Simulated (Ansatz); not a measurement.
# SnH4S: taking an electron away

The task here is to estimate one member of a computed series from the others.

Method: unrestricted cation, the program's frozen cores in correlated methods; program: Ansatz 0.2.0, Gaussian basis.

Plan: UKS PBE-D4/def2-TZVPP; UKS r2SCAN-D4/def2-TZVPP; UKS PBE0-D4/def2-TZVPP; UKS B3LYP-D4/def2-TZVPP; UKS wB97X-V/def2-TZVPP; UKS wB97M-V/def2-TZVPP; UKS B2PLYP/def2-TZVPP; UHF-CCSD(T)/def2-TZVPP; UHF-MP2/def2-QZVPP; extrapolation to the limit; then −ε(HOMO) from the neutral's earlier runs with LDA (SPW92), PBE-D4, revPBE-D4, BLYP-D4, r2SCAN-D4, B97M-V, PBE0-D4, B3LYP-D4, r2SCANh-D4, r2SCAN0-D4, HSE06-D4, BHLYP-D4, CAM-B3LYP-D4, LC-ωPBE, ωB97X-V, ωB97M-V.

## The geometry

An earlier PBE0-D4 in a triple-zeta def2 set relaxation fixed the geometry. Sn takes the def2 core potential; no spin-orbit term is included.

6 atoms, charge 0, spin multiplicity 1.

Atoms are counted from 1 here; the program's logs count them from 0.

Bond lengths: S1–Sn2 2.406 Å, S1–H3 1.343 Å, Sn2–H4 1.706 Å, Sn2–H5 1.706 Å, Sn2–H6 1.701 Å. Angles: Sn2–S1–H3 93.9°, S1–Sn2–H4 109.4°, S1–Sn2–H5 109.5°, S1–Sn2–H6 104.7°, H4–Sn2–H5 110.2°, H4–Sn2–H6 111.5°, H5–Sn2–H6 111.4°.

Coordinates:

```
S     1.0343   -0.9053    1.2617
Sn   -0.3120    0.4562   -0.1944
H     1.1366   -1.9121    0.3785
H    -1.7506   -0.3751   -0.5795
H     0.5633    0.8067   -1.6157
H    -0.6294    1.8656    0.7031
```

Set-up of the first run:

The input, in.yaml:

```yaml
crystal:
  periodic: [false, false, false]
  atoms:
    - {symbol: S, position_ang: [1.034319, -0.905293, 1.261731]}
    - {symbol: Sn, position_ang: [-0.312042, 0.456216, -0.194380]}
    - {symbol: H, position_ang: [1.136561, -1.912107, 0.378493]}
    - {symbol: H, position_ang: [-1.750608, -0.375135, -0.579504]}
    - {symbol: H, position_ang: [0.563282, 0.806696, -1.615706]}
    - {symbol: H, position_ang: [-0.629412, 1.865625, 0.703067]}
basis:
  gaussian: {orbitals: def2-TZVPP}
total_charge: 1
magnetization: {spin_polarized: true, initial_magnetization: 1}
hamiltonian: {xc: pbe, dispersion: d4}
```

Steps of the session up to this table: Cation, UKS PBE-D4/def2-TZVPP; Cation, UKS r2SCAN-D4/def2-TZVPP; Cation, UKS PBE0-D4/def2-TZVPP; Cation, UKS B3LYP-D4/def2-TZVPP; Cation, UKS wB97X-V/def2-TZVPP; Cation, UKS wB97M-V/def2-TZVPP; Cation, UKS B2PLYP (frozen core)/def2-TZVPP; Cation, UHF-CCSD(T)/def2-TZVPP; Cation, UHF-MP2/def2-QZVPP.

One of the session's tables, all rows but one given; the rest of the session is left out.

It belongs to the step «Ionisation energies side by side». For comparison, −ε(HOMO) of the neutral from earlier runs:

```
  functional  −ε(HOMO) (eV)
 LDA (SPW92)           6.13
      PBE-D4           6.04
   revPBE-D4           6.00
     BLYP-D4           5.88
   r2SCAN-D4           6.32
      B97M-V           6.43
     PBE0-D4           7.27
    B3LYP-D4              ?
  r2SCANh-D4           6.77
  r2SCAN0-D4           7.44
    HSE06-D4           6.86
    BHLYP-D4           8.34
CAM-B3LYP-D4           8.58
     LC-ωPBE           9.99
     ωB97X-V           9.62
     ωB97M-V           9.45
```

Estimate the missing values for B3LYP-D4.

Worked estimate for «−ε(HOMO) (eV)». Against the share of exact exchange, BLYP-D4 (0, 5.88), BHLYP-D4 (0.5, 8.34) give a slope of 4.92 per unit share; at 0.2 the line stands at 6.86.

**Answer.** −ε(HOMO) (eV): 7.02. In «−ε(HOMO) (eV)» the line misses by -0.16.
